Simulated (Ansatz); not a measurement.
# C3H8Zn: up Jacob's ladder to CCSD(T)

An exercise on one series of results from a longer session: the logs are not shown, and one member is left open.

The runs use Ansatz 0.2.0, Gaussian basis; functionals in def2-TZVPP, the program's frozen cores in correlated methods.

The runs, in order: PBE-D4, r2SCAN-D4, PBE0-D4, B3LYP-D4, ωB97X-V, ωB97M-V, B2PLYP; CCSD(T)/def2-TZVPP; MP2/def2-QZVPP; extrapolation to the limit.

## The relaxed structure

An earlier PBE0-D4 in a triple-zeta def2 set relaxation fixed the geometry.

SMILES `CC[CH2][ZnH]`, 12 atoms, charge 0, spin multiplicity 1.

Atoms are counted from 1 here; the program's logs count them from 0.

Bond lengths: C1–C2 1.519 Å, C1–H5 1.096 Å, C1–H6 1.093 Å, C1–H7 1.094 Å, C2–C3 1.527 Å, C2–H8 1.098 Å, C2–H9 1.096 Å, C3–Zn4 1.958 Å, C3–H10 1.098 Å, C3–H11 1.096 Å, Zn4–H12 1.548 Å. Angles: C2–C1–H5 111.3°, C2–C1–H6 111.9°, C2–C1–H7 111.0°, H5–C1–H6 107.4°, H5–C1–H7 107.3°, H6–C1–H7 107.7°, C1–C2–C3 113.1°, C1–C2–H8 108.7°, C1–C2–H9 109.1°, C3–C2–H8 110.0°, C3–C2–H9 110.1°, H8–C2–H9 105.6°, C2–C3–Zn4 115.4°, C2–C3–H10 109.5°, C2–C3–H11 110.4°, Zn4–C3–H10 107.4°, Zn4–C3–H11 108.0°, H10–C3–H11 105.6° and more.

Set-up of the first run:

Input file in.yaml:

```yaml
crystal:
  periodic: [false, false, false]
  atoms:
    - {symbol: C, position_ang: [-0.476679, 1.349930, 0.066299]}
    - {symbol: C, position_ang: [0.002705, 0.172537, 0.898495]}
    - {symbol: C, position_ang: [0.796289, -0.850814, 0.088638]}
    - {symbol: Zn, position_ang: [-0.150195, -1.627018, -1.439301]}
    - {symbol: H, position_ang: [-1.164410, 1.026016, -0.723682]}
    - {symbol: H, position_ang: [-1.002010, 2.091753, 0.672882]}
    - {symbol: H, position_ang: [0.363660, 1.853171, -0.421021]}
    - {symbol: H, position_ang: [0.616078, 0.553423, 1.725384]}
    - {symbol: H, position_ang: [-0.860899, -0.309134, 1.370437]}
    - {symbol: H, position_ang: [1.712942, -0.384564, -0.295025]}
    - {symbol: H, position_ang: [1.129958, -1.671864, 0.733764]}
    - {symbol: H, position_ang: [-0.890340, -2.258735, -2.642969]}
basis:
  gaussian: {orbitals: def2-TZVPP}
hamiltonian: {xc: pbe, dispersion: d4}
output: {forces: true, orbitals: {seedname: orbitals}}
```

On the command line:

```
ansatz run in.yaml --threads 4 --pin off --events-out ev --progress --plain --max-ram 10444MiB
```

Among the steps run: PBE-D4 (GGA); r2SCAN-D4 (meta-GGA); PBE0-D4 (hybrid); B3LYP-D4 (hybrid); ωB97X-V (range-separated); ωB97M-V (range-separated); B2PLYP (double hybrid); CCSD(T) in def2-TZVPP; MP2 in def2-QZVPP.

One table of the session follows, with a row left open; its other results are not shown here.

```
            method  atomisation energy (eV)
            PBE-D4                   43.583
         r2SCAN-D4                   43.240
           PBE0-D4                   43.230
          B3LYP-D4                   42.928
           ωB97X-V                   43.169
           ωB97M-V                   43.128
            B2PLYP                   42.554
     HF/def2-TZVPP                   32.448
    MP2/def2-TZVPP                   42.483
   CCSD/def2-TZVPP                        ?
CCSD(T)/def2-TZVPP                   42.146
           MP2/CBS                   43.313
       CCSD(T)/CBS                   42.976
```

**Question.** Estimate the row for CCSD/def2-TZVPP.

The run gave: atomisation energy (eV): 41.668. In the column «atomisation energy (eV)» it lies between HF/def2-TZVPP (32.448) and CCSD(T)/def2-TZVPP (42.146).
